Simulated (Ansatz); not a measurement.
# BSbH₄ (SMILES [BH2][SbH2]): one structure at several levels

One table from this session's results is given with a row withheld; the runs are named, their logs left out.

Method: single points in def2-TZVPP; program: Ansatz 0.2.0, Gaussian basis.

Correlated methods freeze the cores. Filled d shells of the heavier atoms are correlated. Core potentials replace the inner electrons past krypton, and spin-orbit coupling is left out.

### The starting structure

SMILES `[BH2][SbH2]`, 6 atoms, charge 0, spin multiplicity 1.

Atoms are counted from 1 here; the program's logs count them from 0.

Bond lengths: B1–Sb2 2.142 Å, B1–H3 1.174 Å, B1–H4 1.163 Å, Sb2–H5 1.650 Å, Sb2–H6 1.689 Å. Angles: Sb2–B1–H3 120.3°, Sb2–B1–H4 121.5°, H3–B1–H4 117.5°, B1–Sb2–H5 97.4°, B1–Sb2–H6 98.2°, H5–Sb2–H6 90.0°.

Geometry (Å):

```xyz
6
BH4Sb
B     0.1127   -0.9798    0.2070
Sb    0.6161    1.0891   -0.0240
H    -0.2244   -1.3949    1.2527
H     0.3184   -1.7533   -0.6367
H    -0.0658    1.3093   -1.5101
H    -0.7563    1.7530    0.7039
```

The first run:

run/in.yaml

```yaml
crystal:
  periodic: [false, false, false]
  atoms:
    - {symbol: B, position_ang: [0.112700, -0.979800, 0.207000]}
    - {symbol: Sb, position_ang: [0.616100, 1.089100, -0.024000]}
    - {symbol: H, position_ang: [-0.224400, -1.394900, 1.252700]}
    - {symbol: H, position_ang: [0.318400, -1.753300, -0.636700]}
    - {symbol: H, position_ang: [-0.065800, 1.309300, -1.510100]}
    - {symbol: H, position_ang: [-0.756300, 1.753000, 0.703900]}
basis:
  gaussian: {orbitals: def2-TZVPP}
correlation: {method: ccsd_t}
output: {forces: true}
```

The command line of these runs was not kept.

Steps of the session up to this table: CCSD(T)/def2-TZVPP; PBE0-D4/def2-TZVPP; wB97M-V/def2-TZVPP; r2SCAN-D4/def2-TZVPP; PBE-D4/def2-TZVPP; HSE06-D4/def2-TZVPP; LC-wPBE/def2-TZVPP.

One of the session's tables, all rows but one given; the rest of the session is left out.

| method | RMS force component (eV/Å) | angle to CCSD(T) forces (°) | dipole (D) |
| --- | --- | --- | --- |
| CCSD(T) | 0.364 | reference | 0.17 |
| PBE0-D4 | 0.385 | 12.0 | 0.14 |
| wB97M-V | 0.343 | 7.7 | 0.24 |
| r2SCAN-D4 | 0.379 | 12.0 | 0.10 |
| PBE-D4 | ? | ? | ? |
| HSE06-D4 | 0.385 | 12.0 | 0.14 |
| LC-wPBE | 0.335 | 10.4 | 0.33 |

**Question.** Estimate the row for PBE-D4.

**Answer.** RMS force component (eV/Å): 0.457; angle to CCSD(T) forces (°): 22.5; dipole (D): 0.14. In the column «RMS force component (eV/Å)» it is the highest.

Limits of these values: CCSD(T) in triple zeta still lacks some correlation energy of the bonds, so part of these gaps is its own basis error and they don't rank the functionals.
